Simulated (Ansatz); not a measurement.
Here is an Ansatz 0.2.0 calculation.

input.yaml

```yaml
crystal:
  lattice:
    - [2.9351665953, 0.0, 0.0]
    - [-1.4675832976, 2.5419288359, 0.0]
    - [0.0, 0.0, 29.09071515]
  atoms:
    - { symbol: Ag, position: [0.0, 0.0, 0.2578142188] }
    - { symbol: Au, position: [0.66666667, 0.33333334, 0.3385428125] }
    - { symbol: Ag, position: [0.0, 0.0, 0.4192714063] }
    - { symbol: Au, position: [0.66666667, 0.33333334, 0.5] }
    - { symbol: Ag, position: [0.0, 0.0, 0.5807285937] }
    - { symbol: Au, position: [0.66666667, 0.33333334, 0.6614571875] }
    - { symbol: Ag, position: [0.0, 0.0, 0.7421857812] }
hamiltonian:
  xc: r2scan
  pseudopotentials: { kind: paw }
kpoints:
  mp_grid: { grid: [10, 10, 1] }
  band_path:
    path:
      - [0.0, 0.0, 0.0]
      - [0.5, 0.0, 0.0]
      - [0.3333333333, 0.3333333333, 0.0]
      - [0.0, 0.0, 0.0]
    npoints: 10
scf:
  occupations: { method: fermi_dirac, width: 0.05 }
  n_extra_bands: 17
output:
  forces: true
  eigenvalues: true
  fatbands: false
efield:
  axis: 3
  dipole_correction: true
  ramp_width: 0.04
```

Potentials or basis: Ansatz PAW.

Launch:

```sh
$ ansatz run input.yaml --threads 4 --pin off --max-ram 11264MiB --backend cpu --events-out ev --progress --plain --runs-dir out
```

(1) Predict the work function of the upper face.

(2) Estimate the largest force.

(3) Predict the band gap on the k mesh.

(4) What does it give for the dipole across the slab?

Answers

(1) 4.39 eV.

(2) 0.058 eV/Å.

(3) none (metal or under the smearing width).

(4) 0.000 e·Å.

Caveat: spin-orbit coupling is left out, which moves the levels of the heavy elements; the PAW data sets come from PBE, with cores solved anew for the run's functional, which leaves a small shift of forces and pressure.
